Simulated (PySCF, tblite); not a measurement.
**C₆H₆FNS: geometry, infrared bands and NMR shifts**

Aim: predict the infrared bands and NMR shifts of C₆H₆FNS (`C=C[C@@H](F)c1nccs1`).

Computed with tblite 0.8.0 and PySCF 2.14.0, with density-fitted response routines of our own, on a single molecule in the gas phase. Atoms are numbered from 0 throughout.

### Step 1. The starting structure

15 atoms, charge 0, multiplicity 1; geometry from: force field or distance geometry start.

Bonds of the start (Å): C0–C1 1.33, C1–C2 1.53, C2–F3 1.36, C2–C4 1.50, C4–N5 1.32, N5–C6 1.39, C6–C7 1.37, C7–S8 1.72, S8–C4 1.73, C0–H9 1.09, C0–H10 1.09, C1–H11 1.08, C2–H12 1.11, C6–H13 1.08, C7–H14 1.07.

### Step 2. Relaxing the molecule with GFN2-xTB

The job: settings as JSON, then the geometry in Å.

```
{"job": {"kind": "relax", "xc": "GFN2-xTB", "basis": "xTB"}, "charge": 0, "multiplicity": 1}
C     -2.807100    -0.680500    -0.745800
C     -1.861300     0.222700    -0.480700
C     -0.815400     0.085600     0.629100
F     -1.053300    -1.033100     1.356800
C      0.603600     0.133900     0.147400
N      1.330900     1.233500     0.062700
C      2.590600     0.932500    -0.429700
C      2.810700    -0.391500    -0.725900
S      1.396900    -1.307000    -0.391900
H     -2.917500    -1.596500    -0.166500
H     -3.525800    -0.512600    -1.553100
H     -1.798300     1.121800    -1.066900
H     -0.975200     0.930800     1.325200
H      3.323200     1.721000    -0.547600
H      3.693500    -0.852700    -1.121400
```

On the command line:

```console
$ OMP_NUM_THREADS=1 python probes_run.py task.json out
```

This one command runs all jobs of the session in turn.

**Question.** This job is followed by: GFN2-xTB harmonic vibrations, gas phase; GIAO PBE0/pcSseg-1 NMR shielding, non-relativistic, gas phase. Predict these results of the whole session: strongest single infrared mode (GFN2-xTB); zero-point energy (GFN2-xTB); 13C shifts against TMS (PBE0/pcSseg-1); 1H shifts against TMS (PBE0/pcSseg-1); 19F shifts against CFCl3 (PBE0/pcSseg-1); 15N shifts against NH3 (PBE0/pcSseg-1); 33S shifts against CS2 (PBE0/pcSseg-1); surface potential, 1st and 99th percentile.

The runs gave:

```
                                 quantity                                        value
strongest single infrared mode (GFN2-xTB)                         1557 cm⁻¹, 85 km/mol
             zero-point energy (GFN2-xTB)                                65.9 kcal/mol
   13C shifts against TMS (PBE0/pcSseg-1)  176.6, 146.4, 144.5, 129.4, 119.1, 96.3 ppm
    1H shifts against TMS (PBE0/pcSseg-1)       7.77, 7.28, 6.47, 6.23, 6.06, 5.57 ppm
 19F shifts against CFCl3 (PBE0/pcSseg-1)                                   -215.8 ppm
   15N shifts against NH3 (PBE0/pcSseg-1)                                    349.5 ppm
   33S shifts against CS2 (PBE0/pcSseg-1)                                      263 ppm
    surface potential, 1st and 99th percentile                           -1.33 V and 1.20 V
```

**Reading.** Relaxing lowered the energy by 0.151 eV in 68 steps; the close pair that moved most is C4–N5, from 1.321 to 1.285 Å. No mode is imaginary among the 39: a minimum at this level. The strongest single mode, at 1557 cm⁻¹, moves mainly C4 and N5. GFN2-xTB is a fitted tight-binding method: band positions and strengths are rough. Its intensities can rank the bands wrongly. At PBE0/pcSseg-1: The widest tensor belongs to N5: span 586 ppm, with a paramagnetic part of -410 ppm. NICS(1)zz of -28 ppm above the planar ring from C4 marks a diatropic (aromatic) ring current. By nearest atom (PBE0/pcSseg-1), the HOMO sits on C4, C6, C7 about 21 % each; S8 13 % and the LUMO on C4 23 %; S8 19 %.
